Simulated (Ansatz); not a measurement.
**C2H7GaO: how energies converge with the basis set**

An exercise on one series of results from a longer session: the logs are not shown, and one member is left open.

Program: Ansatz 0.2.0, Gaussian basis. Level of theory: one geometry, several basis sets. These are calculated values, not measurements.

Levels to be run: PBE0-D4/def2-SVP; ωB97M-V/def2-SVP; PBE0-D4/def2-QZVPP; ωB97M-V/def2-QZVPP; the functionals' def2-TZVPP values are taken from earlier runs.

### The geometry

The geometry comes from an earlier relaxation with PBE0-D4 in a triple-zeta def2 set; it is a stationary point, not always the lowest conformer.

SMILES `CC[O][GaH2]`, 11 atoms, charge 0, spin multiplicity 1.

Atoms are counted from 1 here; the program's logs count them from 0.

Bond lengths: C1–C2 1.513 Å, C1–H5 1.093 Å, C1–H6 1.094 Å, C1–H7 1.094 Å, C2–O3 1.403 Å, C2–H8 1.098 Å, C2–H9 1.098 Å, O3–Ga4 1.780 Å, Ga4–H10 1.561 Å, Ga4–H11 1.557 Å. Angles: C2–C1–H5 109.9°, C2–C1–H6 111.5°, C2–C1–H7 111.5°, H5–C1–H6 107.9°, H5–C1–H7 107.9°, H6–C1–H7 108.0°, C1–C2–O3 115.5°, C1–C2–H8 109.3°, C1–C2–H9 109.3°, O3–C2–H8 108.0°, O3–C2–H9 108.0°, H8–C2–H9 106.4°, C2–O3–Ga4 131.5°, O3–Ga4–H10 120.8°, O3–Ga4–H11 111.0°, H10–Ga4–H11 128.2°.

The first run:

File in.yaml:

```yaml
crystal:
  periodic: [false, false, false]
  atoms:
    - {symbol: C, position_ang: [-0.349950, 1.241034, 0.150901]}
    - {symbol: C, position_ang: [-0.953115, -0.089425, 0.542991]}
    - {symbol: O, position_ang: [-0.214806, -1.221752, 0.168509]}
    - {symbol: Ga, position_ang: [1.330338, -1.387399, -0.699392]}
    - {symbol: H, position_ang: [-0.996230, 2.056624, 0.485613]}
    - {symbol: H, position_ang: [0.634385, 1.383975, 0.605506]}
    - {symbol: H, position_ang: [-0.236700, 1.325387, -0.933564]}
    - {symbol: H, position_ang: [-1.089226, -0.118840, 1.632268]}
    - {symbol: H, position_ang: [-1.955006, -0.177301, 0.102084]}
    - {symbol: H, position_ang: [2.110317, -0.126624, -1.189092]}
    - {symbol: H, position_ang: [1.720003, -2.885680, -0.865825]}
basis:
  gaussian: {orbitals: def2-SVP}
hamiltonian: {xc: pbe0, dispersion: d4}
output: {orbitals: {seedname: orbitals}}
```

Among the steps run: PBE0-D4 in def2-SVP; ωB97M-V in def2-SVP; PBE0-D4 in def2-QZVPP; ωB97M-V in def2-QZVPP.

One of the session's tables, all rows but one given; the rest of the session is left out.

It belongs to the step «Functionals by basis». 

| functional | basis | HOMO (eV) |
| --- | --- | --- |
| PBE0-D4 | def2-SVP | -7.68 |
| PBE0-D4 | def2-TZVPP | -7.74 |
| PBE0-D4 | def2-QZVPP | -7.76 |
| ωB97M-V | def2-SVP | ? |
| ωB97M-V | def2-TZVPP | -10.13 |
| ωB97M-V | def2-QZVPP | -10.15 |

**Question.** Estimate the row for ωB97M-V, def2-SVP.

The run gave: HOMO (eV): -10.04. In the column «HOMO (eV)» it lies between ωB97M-V, def2-TZVPP (-10.13) and PBE0-D4, def2-QZVPP (-7.76).
